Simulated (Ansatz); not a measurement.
**CH5BO2Se: up Jacob's ladder to CCSD(T)**

The task here is to estimate one member of a computed series from the others.

Computed with Ansatz 0.2.0, Gaussian basis. Level: functionals in def2-TZVPP, the program's frozen cores in correlated methods.

Plan: PBE-D4, r2SCAN-D4, PBE0-D4, B3LYP-D4, ωB97X-V, ωB97M-V, B2PLYP; CCSD(T)/def2-TZVPP; MP2/def2-QZVPP; extrapolation to the limit.

## The relaxed structure

The geometry comes from an earlier relaxation with PBE0-D4 in a triple-zeta def2 set; it is a stationary point, not always the lowest conformer.

SMILES `C[Se]B(O)O`, 10 atoms, charge 0, spin multiplicity 1.

Atoms are counted from 1 here; the program's logs count them from 0.

Bond lengths: C1–Se2 1.952 Å, C1–H6 1.090 Å, C1–H7 1.088 Å, C1–H8 1.090 Å, Se2–B3 1.963 Å, B3–O4 1.364 Å, B3–O5 1.356 Å, O4–H9 0.959 Å, O5–H10 0.962 Å. Angles: Se2–C1–H6 110.9°, Se2–C1–H7 106.7°, Se2–C1–H8 110.9°, H6–C1–H7 108.5°, H6–C1–H8 111.1°, H7–C1–H8 108.5°, C1–Se2–B3 98.8°, Se2–B3–O4 124.3°, Se2–B3–O5 116.2°, O4–B3–O5 119.6°, B3–O4–H9 114.5°, B3–O5–H10 112.1°.

Geometry (Å):

```xyz
10
CH5BO2Se
C    -0.5917   -1.6478   -0.1017
Se    0.5463   -0.7260    1.1881
B     0.5664    1.0508    0.3540
O    -0.0891    1.3644   -0.8001
O     1.2892    2.0035    0.9939
H    -1.5832   -1.1969   -0.1371
H    -0.6905   -2.6743    0.2461
H    -0.1300   -1.6593   -1.0888
H    -0.5764    0.6368   -1.1902
H     1.2590    2.8488    0.5358
```

The first run:

Contents of in.yaml:

```yaml
crystal:
  periodic: [false, false, false]
  atoms:
    - {symbol: C, position_ang: [-0.591717, -1.647780, -0.101714]}
    - {symbol: Se, position_ang: [0.546326, -0.726008, 1.188102]}
    - {symbol: B, position_ang: [0.566388, 1.050770, 0.354030]}
    - {symbol: O, position_ang: [-0.089088, 1.364402, -0.800082]}
    - {symbol: O, position_ang: [1.289243, 2.003513, 0.993887]}
    - {symbol: H, position_ang: [-1.583232, -1.196938, -0.137097]}
    - {symbol: H, position_ang: [-0.690524, -2.674306, 0.246053]}
    - {symbol: H, position_ang: [-0.129977, -1.659296, -1.088774]}
    - {symbol: H, position_ang: [-0.576429, 0.636826, -1.190203]}
    - {symbol: H, position_ang: [1.259010, 2.848805, 0.535808]}
basis:
  gaussian: {orbitals: def2-TZVPP}
hamiltonian: {xc: pbe, dispersion: d4}
output: {forces: true, orbitals: {seedname: orbitals}}
```

On the command line:

```console
ansatz run in.yaml --threads 2 --pin off --events-out ev --progress --plain --max-ram 22528MiB --backend cpu
```

Among the steps run: PBE-D4 (GGA); r2SCAN-D4 (meta-GGA); PBE0-D4 (hybrid); B3LYP-D4 (hybrid); ωB97X-V (range-separated); ωB97M-V (range-separated); B2PLYP (double hybrid); CCSD(T) in def2-TZVPP; MP2 in def2-QZVPP.

One table of the session follows, with a row left open; its other results are not shown here.

```
            method  atomisation energy (kJ/mol)
            PBE-D4                       4031.0
         r2SCAN-D4                       3962.5
           PBE0-D4                       3941.3
          B3LYP-D4                       3929.3
           ωB97X-V                       3937.0
           ωB97M-V                       3944.9
            B2PLYP                       3898.5
     HF/def2-TZVPP                       2836.9
    MP2/def2-TZVPP                       3941.7
   CCSD/def2-TZVPP                       3776.5
CCSD(T)/def2-TZVPP                            ?
           MP2/CBS                       4045.8
       CCSD(T)/CBS                       3945.6
```

Estimate the missing values for CCSD(T)/def2-TZVPP.

**Answer.** atomisation energy (kJ/mol): 3841.6. In the column «atomisation energy (kJ/mol)» it lies between CCSD/def2-TZVPP (3776.5) and B2PLYP (3898.5).
